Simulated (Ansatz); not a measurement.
**MnAuC4N4: one candidate of a structure search**

Aim: relax a trial structure of MnAuC4N4 and see where it ends.

Computed with Ansatz 0.2.0 (DFT PBE, scalar-relativistic, plane waves, PAW, unless a step's input says otherwise).

## (1) The structure to begin with

Symmetry: P-43m, No. 215, cubic system. Conventional cell: a = 5.909 Å, b = 5.909 Å, c = 5.909 Å, α = 90.00°, β = 90.00°, γ = 90.00°. Mn (site symmetry -43m) has 4 N at 2.03 Å as nearest neighbours. C (site symmetry 3m) has 1 N at 1.17 Å as nearest neighbours. Au (site symmetry -43m) is surrounded by 4 C at 1.92 Å. N (site symmetry 3m) is surrounded by 1 C at 1.17 Å.

As a file:

```cif
data_structure
_symmetry_space_group_name_H-M 'P 1'
_symmetry_Int_Tables_number 1
_cell_length_a 5.9086
_cell_length_b 5.9086
_cell_length_c 5.9086
_cell_angle_alpha 90.000
_cell_angle_beta 90.000
_cell_angle_gamma 90.000
_cell_volume 206.28
loop_
_atom_site_label
_atom_site_type_symbol
_atom_site_fract_x
_atom_site_fract_y
_atom_site_fract_z
_atom_site_occupancy
Mn1 Mn 0.50000 0.50000 0.50000 1
C1 C 0.18732 0.18732 0.18732 1
C2 C 0.18732 0.81268 0.81268 1
C3 C 0.81268 0.18732 0.81268 1
C4 C 0.81268 0.81268 0.18732 1
Au1 Au 0.00000 0.00000 0.00000 1
N1 N 0.30164 0.30164 0.30164 1
N2 N 0.30164 0.69836 0.69836 1
N3 N 0.69836 0.30164 0.69836 1
N4 N 0.69836 0.69836 0.30164 1
```

Recipe of the guess: two interpenetrating cyanide-bridged diamond nets (P-43m, No. 215). Lengths come from tabulated atomic sizes and are only a guess.

## (2) A first look at the guess

Input file input.yaml:

```yaml
crystal:
  lattice:
    - [5.90860265, 0.0, 0.0]
    - [0.0, 5.90860265, 0.0]
    - [0.0, 0.0, 5.90860265]
  atoms:
    - { symbol: Mn, position: [0.5, 0.5, 0.5], spin: 4.0 }
    - { symbol: C, position: [0.18731679, 0.18731679, 0.18731679] }
    - { symbol: C, position: [0.18731679, 0.81268321, 0.81268321] }
    - { symbol: C, position: [0.81268321, 0.18731679, 0.81268321] }
    - { symbol: C, position: [0.81268321, 0.81268321, 0.18731679] }
    - { symbol: Au, position: [0.0, 0.0, 0.0] }
    - { symbol: "N", position: [0.30164159, 0.30164159, 0.30164159] }
    - { symbol: "N", position: [0.30164159, 0.69835841, 0.69835841] }
    - { symbol: "N", position: [0.69835841, 0.30164159, 0.69835841] }
    - { symbol: "N", position: [0.69835841, 0.69835841, 0.30164159] }
basis:
  ecutwfc: 420
kpoints:
  mp_grid: { grid: [4, 4, 4] }
hamiltonian:
  xc: pbe
scf:
  occupations: { method: gaussian, width: 0.1 }
  lower_state_search: "off"
output:
  forces: true
  stress: true
  eigenvalues: true
  populations: true
magnetization:
  spin_polarized: true
```

Run with:

```
ansatz run input.yaml --threads 1 --pin off --max-ram 2560MiB --backend cpu --events-out ev --progress --plain --runs-dir out
```

Further runs follow: a loose first relaxation; relaxation on the finer mesh.

What does the calculation give? Wanted: conventional cell; volume; energy over the elements; gap on the mesh; total moment.

**Answer**, as computed:

```
                                                              quantity                                                                      value
                                symmetry at the end (tolerance 0.05 Å)                                                space group P-43m (No. 215)
                                                     conventional cell  a = 6.022 Å, b = 6.022 Å, c = 6.022 Å, α = 90.00°, β = 90.00°, γ = 90.00°
                                                                volume                                                              21.84 Å³/atom
energy over the elements (uncorrected; H, N, O, F and Cl as molecules)                                                              +0.53 eV/atom
                                                       gap on the mesh                                                               none (metal)
                                                          total moment                                                               4.00 μB/cell
```

**Reading.** The space group P-43m (No. 215) is kept, and the volume per atom grows by 5.9 % from the first guess. The formation energy is positive, so the separate elements lie lower. No finished test with a distortion of lower symmetry is shown, so the end may be a saddle point. Spin-orbit coupling is left out for Au. Other magnetic orders were not searched.
